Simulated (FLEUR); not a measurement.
# Li in FLEUR: density of states with LDA

Aim: the density of states of Li with LDA.

Program: FLEUR MaX-R8.1 (later development tree). These are calculated values, not measurements. Logs are shortened: lines on timing, memory, paths and dates and some standing lists are left out, and cuts for length are marked.

### Step 1. The slab as given

The cell holds a slab with vacuum, 5 atoms: a = 3.101 Å, b = 3.101 Å, c = 25.108 Å, α = 90.00°, β = 90.00°, γ = 120.00°.

### Step 2. Density of states, LDA

inp.xml

```xml
<?xml version="1.0" encoding="UTF-8" standalone="no"?>
<fleurInput fleurInputVersion="0.39">
   <comment>
      Li                                                                                                  
   </comment>
   <calculationSetup>
      <cutoffs Kmax="3.8" Gmax="11.8" GmaxXC="11.8" numbands="0"/>
      <scfLoop itmax="90" minDistance="0.0001" maxIterBroyd="40" imix="Anderson" alpha="0.05" precondParam="0.8" spinf="2.0" sdNocoIR="T"/>
      <coreElectrons ctail="T" frcor="F" kcrel="0" coretail_lmax="0"/>
      <xcFunctional name="vwn" relativisticCorrections="F"/>
      <magnetism jspins="1"/>
      <soc l_soc="F" theta="0.0" phi="0.0" spav="F"/>
      <expertModes spex="0" secvar="F"/>
      <geometryOptimization l_f="F" forcealpha="1.0" forcemix="BFGS" epsdisp="0.00001" epsforce="0.00001"/>
      <ldaU l_linMix="F" mixParam="0.05" spinf="1.0"/>
   </calculationSetup>
   <cell>
      <bzIntegration valenceElectrons="15.0" mode="hist" fermiSmearingEnergy="0.00183747">
         <kPointListSelection listName="default-1"/>
         <!-- k-points included here -->
         <xi:include xmlns:xi="http://www.w3.org/2001/XInclude" href="kpts.xml"> </xi:include>
      </bzIntegration>
      <!-- symmetry operations included here -->
      <xi:include xmlns:xi="http://www.w3.org/2001/XInclude" href="sym.xml"> </xi:include>
      <filmLattice scale="1.0" dVac="25.18" dTilda="27.68">
         <bravaisMatrixFilm>
            <row-1>    5.8600368032971382     0.0000000000000000</row-1>
            <row-2>   -2.9300184016485691     5.0749407388135745</row-2>
         </bravaisMatrixFilm>
         <vacuumEnergyParameters vacuum="1" spinUp="-.25" spinDown="-.25"/>
      </filmLattice>
   </cell>
   <atomSpecies>
      <species name="Lithium (Li)" element="Li" atomicNumber="3">
         <mtSphere radius="2.64" gridPoints="873" logIncrement="0.012"/>
         <atomicCutoffs lmax="11" lnonsphr="8"/>
         <electronConfig flipSpins="F">
            <coreConfig></coreConfig>
            <valenceConfig>(1s1/2) (2s1/2)</valenceConfig>
            <stateOccupation state="(2s1/2)" spinUp="0.500000" spinDown="0.500000"/>
         </electronConfig>
         <energyParameters s="2" p="2" d="3" f="4"/>
         <lo type="SCLO" l="0" n="1" eDeriv="0"/>
         <lo type="SCLO" l="1" n="2" eDeriv="2"/>
         <lo type="SCLO" l="2" n="3" eDeriv="2"/>
      </species>
   </atomSpecies>
   <atomGroups>
      <atomGroup species="Lithium (Li)">
         <filmPos label="                   1">1.000/2.000 1.000/2.000 -9.5503126048</filmPos>
         <filmPos label="                   5">1.000/2.000 1.000/2.000 9.5503126522</filmPos>
         <force calculate="T" relaxXYZ="TTT"/>
      </atomGroup>
      <atomGroup species="Lithium (Li)">
         <filmPos label="                   2">-1.000/6.000 1.000/6.000 -4.7894960993</filmPos>
         <filmPos label="                   4">1.000/6.000 -1.000/6.000 4.7894961467</filmPos>
         <force calculate="T" relaxXYZ="TTT"/>
      </atomGroup>
      <atomGroup species="Lithium (Li)">
         <filmPos label="                   3">1.000/2.000 1.000/2.000 .0000000237</filmPos>
         <force calculate="T" relaxXYZ="TTT"/>
      </atomGroup>
   </atomGroups>
   <output dos="F" band="F" slice="F">
      <checks vchk="F" cdinf="F"/>
      <bandDOS minEnergy="-.5*Htr" maxEnergy="0.5*Htr" sigma="0.015" storeEVData="T"/>
      <vacuumDOS vacdos="F" integ="F" star="F" nstars="0" locx1="0.0" locy1="0.0" locx2="0.0" locy2="0.0" nstm="0" tworkf="0.0"/>
      <unfoldingBand unfoldBand="F" supercellX="1" supercellY="1" supercellZ="1"/>
      <plotting iplot="0" polar="F">
         <plot TwoD="T" vec1="  1.0  0.0  0.0" vec2="  0.0  1.0  0.0" vec3="  0.0  0.0  1.0" zero="  0.0  0.0 -0.5" file="plot"/>
      </plotting>
      <chargeDensitySlicing numkpt="0" minEigenval="0.0" maxEigenval="0.0" nnne="0" pallst="F"/>
      <specialOutput eonly="F"/>
      <moessbauerParams electricFieldGradient="T" isomerShift="T" coreHyperfine="T" valenceHyperfine="T"/>
      <magneticCircularDichroism mcd="F" energyLo="-10.0" energyUp="0.0"/>
   </output>
  <!-- We include the file relax.xml here to enable relaxations (see documentation) -->
  <xi:include xmlns:xi="http://www.w3.org/2001/XInclude" href="relax.xml"> <xi:fallback/> </xi:include>
</fleurInput>
```

slab.txt

```
Li
&input film=T /
3.1009979314  0.0000000000  0.0000000000
-1.5504989657  2.6855429857  0.0000000000
0.0000000000  0.0000000000  25.1076156000
1.8897261246
1.0 1.0 1.0

5
3 0.6666666667  0.3333333333  -9.5503126048
3 0.0000000000  0.0000000000  -4.7894960993
3 0.6666666667  0.3333333333  0.0000000237
3 0.3333333333  0.6666666667  4.7894961467
3 0.6666666667  0.3333333333  9.5503126522

&kpt div1=10 div2=10 div3=1 gamma=T /
```

inp.xml (dos)

```
<?xml version="1.0" encoding="UTF-8" standalone="no"?>
<fleurInput fleurInputVersion="0.39">
   <comment>
      Li                                                                                                  
   </comment>
   <calculationSetup>
      <cutoffs Kmax="3.8" Gmax="11.8" GmaxXC="11.8" numbands="0"/>
      <scfLoop itmax="90" minDistance="0.0001" maxIterBroyd="40" imix="Anderson" alpha="0.05" precondParam="0.8" spinf="2.0" sdNocoIR="T"/>
      <coreElectrons ctail="T" frcor="F" kcrel="0" coretail_lmax="0"/>
      <xcFunctional name="vwn" relativisticCorrections="F"/>
      <magnetism jspins="1"/>
      <soc l_soc="F" theta="0.0" phi="0.0" spav="F"/>
      <expertModes spex="0" secvar="F"/>
      <geometryOptimization l_f="F" forcealpha="1.0" forcemix="BFGS" epsdisp="0.00001" epsforce="0.00001"/>
      <ldaU l_linMix="F" mixParam="0.05" spinf="1.0"/>
   </calculationSetup>
   <cell>
      <bzIntegration valenceElectrons="15.0" mode="hist" fermiSmearingEnergy="0.00183747">
         <kPointListSelection listName="default-1"/>
         <!-- k-points included here -->
         <xi:include xmlns:xi="http://www.w3.org/2001/XInclude" href="kpts.xml"> </xi:include>
      </bzIntegration>
      <!-- symmetry operations included here -->
      <xi:include xmlns:xi="http://www.w3.org/2001/XInclude" href="sym.xml"> </xi:include>
      <filmLattice scale="1.0" dVac="25.18" dTilda="27.68">
         <bravaisMatrixFilm>
            <row-1>    5.8600368032971382     0.0000000000000000</row-1>
            <row-2>   -2.9300184016485691     5.0749407388135745</row-2>
         </bravaisMatrixFilm>
         <vacuumEnergyParameters vacuum="1" spinUp="-.25" spinDown="-.25"/>
      </filmLattice>
   </cell>
   <atomSpecies>
      <species name="Lithium (Li)" element="Li" atomicNumber="3">
         <mtSphere radius="2.64" gridPoints="873" logIncrement="0.012"/>
         <atomicCutoffs lmax="11" lnonsphr="8"/>
         <electronConfig flipSpins="F">
            <coreConfig></coreConfig>
            <valenceConfig>(1s1/2) (2s1/2)</valenceConfig>
            <stateOccupation state="(2s1/2)" spinUp="0.500000" spinDown="0.500000"/>
         </electronConfig>
         <energyParameters s="2" p="2" d="3" f="4"/>
         <lo type="SCLO" l="0" n="1" eDeriv="0"/>
         <lo type="SCLO" l="1" n="2" eDeriv="2"/>
         <lo type="SCLO" l="2" n="3" eDeriv="2"/>
      </species>
   </atomSpecies>
   <atomGroups>
      <atomGroup species="Lithium (Li)">
         <filmPos label="                   1">1.000/2.000 1.000/2.000 -9.5503126048</filmPos>
         <filmPos label="                   5">1.000/2.000 1.000/2.000 9.5503126522</filmPos>
         <force calculate="T" relaxXYZ="TTT"/>
      </atomGroup>
      <atomGroup species="Lithium (Li)">
         <filmPos label="                   2">-1.000/6.000 1.000/6.000 -4.7894960993</filmPos>
         <filmPos label="                   4">1.000/6.000 -1.000/6.000 4.7894961467</filmPos>
         <force calculate="T" relaxXYZ="TTT"/>
      </atomGroup>
      <atomGroup species="Lithium (Li)">
         <filmPos label="                   3">1.000/2.000 1.000/2.000 .0000000237</filmPos>
         <force calculate="T" relaxXYZ="TTT"/>
      </atomGroup>
   </atomGroups>
   <output dos="T" band="F" slice="F">
      <checks vchk="F" cdinf="F"/>
      <bandDOS minEnergy="-0.8*Htr" maxEnergy="0.5*Htr" sigma="0.005" storeEVData="T"/>
      <vacuumDOS vacdos="F" integ="F" star="F" nstars="0" locx1="0.0" locy1="0.0" locx2="0.0" locy2="0.0" nstm="0" tworkf="0.0"/>
      <unfoldingBand unfoldBand="F" supercellX="1" supercellY="1" supercellZ="1"/>
      <plotting iplot="0" polar="F">
         <plot TwoD="T" vec1="  1.0  0.0  0.0" vec2="  0.0  1.0  0.0" vec3="  0.0  0.0  1.0" zero="  0.0  0.0 -0.5" file="plot"/>
      </plotting>
      <chargeDensitySlicing numkpt="0" minEigenval="0.0" maxEigenval="0.0" nnne="0" pallst="F"/>
      <specialOutput eonly="F"/>
      <moessbauerParams electricFieldGradient="T" isomerShift="T" coreHyperfine="T" valenceHyperfine="T"/>
      <magneticCircularDichroism mcd="F" energyLo="-10.0" energyUp="0.0"/>
   </output>
  <!-- We include the file relax.xml here to enable relaxations (see documentation) -->
  <xi:include xmlns:xi="http://www.w3.org/2001/XInclude" href="relax.xml"> <xi:fallback/> </xi:include>
</fleurInput>
```

Potentials or basis: all-electron, FLAPW.

Launch:

```console
> inpgen -f crystal.txt -profile fastHighL
> # inp.xml edited to the form shown
> mpirun -n 4 fleur_MPI
> mpirun -n 4 fleur_MPI   # second run, on inp.xml (dos)
```

The log of the run:

```text
Welcome to FLEUR        (www.flapw.de)
      MaX-Release 8.1          (www.max-centre.eu)

 ========== k-point set info ==========
 Selected k-point list: default-1
 k-point list type: mesh
 10 x 10 x 1
 Number of k points: 14

 ------------Calculation Setup---------------------------
 Number of MPI-tasks      :            4
 Number of PE/node        :            4
 Number of OMP-threads    :            1
 k-points in parallel     :            2
 pe's per k-point         :            2
 No of k-point loops      :            7
 Eigenvalue solver        :    scalapack
 Number of basis functions:          853
 Approximate size of matrices (H+S) per k-point:         0.011 GB
 --------------------------------------------------------
Nuclear radius smaller than smallest radial mesh point for atom type 1 -- skipping its core isomer shift
Nuclear radius smaller than smallest radial mesh point for atom type 2 -- skipping its core isomer shift
Nuclear radius smaller than smallest radial mesh point for atom type 3 -- skipping its core isomer shift
Nuclear radius smaller than smallest radial mesh point for atom type 1 -- skipping its isomer shift
Nuclear radius smaller than smallest radial mesh point for atom type 2 -- skipping its isomer shift
Nuclear radius smaller than smallest radial mesh point for atom type 3 -- skipping its isomer shift
 Iteration:     1   Distance:       2.25677010 me/bohr^3
Nuclear radius smaller than smallest radial mesh point for atom type 1 -- skipping its core isomer shift
Nuclear radius smaller than smallest radial mesh point for atom type 2 -- skipping its core isomer shift
Nuclear radius smaller than smallest radial mesh point for atom type 3 -- skipping its core isomer shift
Nuclear radius smaller than smallest radial mesh point for atom type 1 -- skipping its isomer shift
Nuclear radius smaller than smallest radial mesh point for atom type 2 -- skipping its isomer shift
Nuclear radius smaller than smallest radial mesh point for atom type 3 -- skipping its isomer shift
 Iteration:     2   Distance:       2.16121896 me/bohr^3
Nuclear radius smaller than smallest radial mesh point for atom type 1 -- skipping its core isomer shift
Nuclear radius smaller than smallest radial mesh point for atom type 2 -- skipping its core isomer shift
Nuclear radius smaller than smallest radial mesh point for atom type 3 -- skipping its core isomer shift
Nuclear radius smaller than smallest radial mesh point for atom type 1 -- skipping its isomer shift
Nuclear radius smaller than smallest radial mesh point for atom type 2 -- skipping its isomer shift
Nuclear radius smaller than smallest radial mesh point for atom type 3 -- skipping its isomer shift
 Iteration:     3   Distance:       1.05394477 me/bohr^3
Nuclear radius smaller than smallest radial mesh point for atom type 1 -- skipping its core isomer shift
Nuclear radius smaller than smallest radial mesh point for atom type 2 -- skipping its core isomer shift
Nuclear radius smaller than smallest radial mesh point for atom type 3 -- skipping its core isomer shift
Nuclear radius smaller than smallest radial mesh point for atom type 1 -- skipping its isomer shift
Nuclear radius smaller than smallest radial mesh point for atom type 2 -- skipping its isomer shift
Nuclear radius smaller than smallest radial mesh point for atom type 3 -- skipping its isomer shift
 Iteration:     4   Distance:       0.94222518 me/bohr^3
Nuclear radius smaller than smallest radial mesh point for atom type 1 -- skipping its core isomer shift
Nuclear radius smaller than smallest radial mesh point for atom type 2 -- skipping its core isomer shift
[... 115 lines left out ...]
Nuclear radius smaller than smallest radial mesh point for atom type 3 -- skipping its isomer shift
 Iteration:    21   Distance:       0.00045135 me/bohr^3
Nuclear radius smaller than smallest radial mesh point for atom type 1 -- skipping its core isomer shift
Nuclear radius smaller than smallest radial mesh point for atom type 2 -- skipping its core isomer shift
Nuclear radius smaller than smallest radial mesh point for atom type 3 -- skipping its core isomer shift
Nuclear radius smaller than smallest radial mesh point for atom type 1 -- skipping its isomer shift
Nuclear radius smaller than smallest radial mesh point for atom type 2 -- skipping its isomer shift
Nuclear radius smaller than smallest radial mesh point for atom type 3 -- skipping its isomer shift
 Iteration:    22   Distance:       0.00026281 me/bohr^3
Nuclear radius smaller than smallest radial mesh point for atom type 1 -- skipping its core isomer shift
Nuclear radius smaller than smallest radial mesh point for atom type 2 -- skipping its core isomer shift
Nuclear radius smaller than smallest radial mesh point for atom type 3 -- skipping its core isomer shift
Nuclear radius smaller than smallest radial mesh point for atom type 1 -- skipping its isomer shift
Nuclear radius smaller than smallest radial mesh point for atom type 2 -- skipping its isomer shift
Nuclear radius smaller than smallest radial mesh point for atom type 3 -- skipping its isomer shift
 Iteration:    23   Distance:       0.00034643 me/bohr^3
Nuclear radius smaller than smallest radial mesh point for atom type 1 -- skipping its core isomer shift
Nuclear radius smaller than smallest radial mesh point for atom type 2 -- skipping its core isomer shift
Nuclear radius smaller than smallest radial mesh point for atom type 3 -- skipping its core isomer shift
Nuclear radius smaller than smallest radial mesh point for atom type 1 -- skipping its isomer shift
Nuclear radius smaller than smallest radial mesh point for atom type 2 -- skipping its isomer shift
Nuclear radius smaller than smallest radial mesh point for atom type 3 -- skipping its isomer shift
 Iteration:    24   Distance:       0.00006578 me/bohr^3

 ********************************************************************
 Run finished successfully
 Stop message:
   all done
 ********************************************************************
```

Wall time 51 s (4 MPI ranks of Arm Neoverse V2, shared host).

Results:

| Quantity | Value |
| --- | --- |
| Free energy | -1007.7172 eV |
| Band gap on the k mesh | none (metal or under the smearing width) |
| Valence electrons inside the program's atomic spheres | Li 2.46, 2.51 (radii Li 2.64 bohr) |
| Work function of the upper face | 3.34 eV |
| Work function of the lower face | 3.34 eV |

States per cell in windows of 0.5 eV (zero at the Fermi level; states under -8 eV left out):
```
from (eV)  total   INT  MT:2p  MT:1p  MT:3p  MT:3s  MT:1s
     -8.0   0.00  0.00   0.00   0.00   0.00   0.00   0.00
     -7.5   0.00  0.00   0.00   0.00   0.00   0.00   0.00
     -7.0   0.00  0.00   0.00   0.00   0.00   0.00   0.00
     -6.5   0.00  0.00   0.00   0.00   0.00   0.00   0.00
     -6.0   0.00  0.00   0.00   0.00   0.00   0.00   0.00
     -5.5   0.00  0.00   0.00   0.00   0.00   0.00   0.00
     -5.0   0.00  0.00   0.00   0.00   0.00   0.00   0.00
     -4.5   0.00  0.00   0.00   0.00   0.00   0.00   0.00
     -4.0   0.00  0.00   0.00   0.00   0.00   0.00   0.00
     -3.5   0.13  0.07   0.00   0.00   0.00   0.02   0.01
     -3.0   0.45  0.23   0.01   0.01   0.01   0.03   0.03
     -2.5   0.66  0.33   0.02   0.01   0.02   0.05   0.05
     -2.0   0.59  0.30   0.03   0.02   0.02   0.04   0.04
     -1.5   0.99  0.51   0.05   0.03   0.05   0.06   0.06
     -1.0   0.86  0.44   0.05   0.04   0.05   0.03   0.04
     -0.5   1.26  0.65   0.08   0.07   0.09   0.04   0.05
      0.0   1.22  0.66   0.08   0.10   0.06   0.02   0.03
      0.5   1.45  0.76   0.09   0.12   0.12   0.02   0.02
      1.0   1.32  0.68   0.10   0.12   0.08   0.01   0.01
      1.5   1.28  0.66   0.10   0.10   0.12   0.01   0.01
      2.0   0.45  0.22   0.05   0.04   0.04   0.00   0.00
      2.5   0.62  0.33   0.05   0.05   0.05   0.00   0.00
      3.0   0.73  0.37   0.03   0.03   0.03   0.04   0.02
      3.5   1.54  0.80   0.08   0.08   0.08   0.05   0.04
      4.0   0.42  0.23   0.03   0.02   0.03   0.01   0.00
      4.5   0.01  0.01   0.00   0.00   0.00   0.00   0.00
      5.0   0.00  0.00   0.00   0.00   0.00   0.00   0.00
      5.5   0.00  0.00   0.00   0.00   0.00   0.00   0.00
      6.0   0.00  0.00   0.00   0.00   0.00   0.00   0.00
      6.5   0.00  0.00   0.00   0.00   0.00   0.00   0.00
      7.0   0.00  0.00   0.00   0.00   0.00   0.00   0.00
      7.5   0.00  0.00   0.00   0.00   0.00   0.00   0.00
```
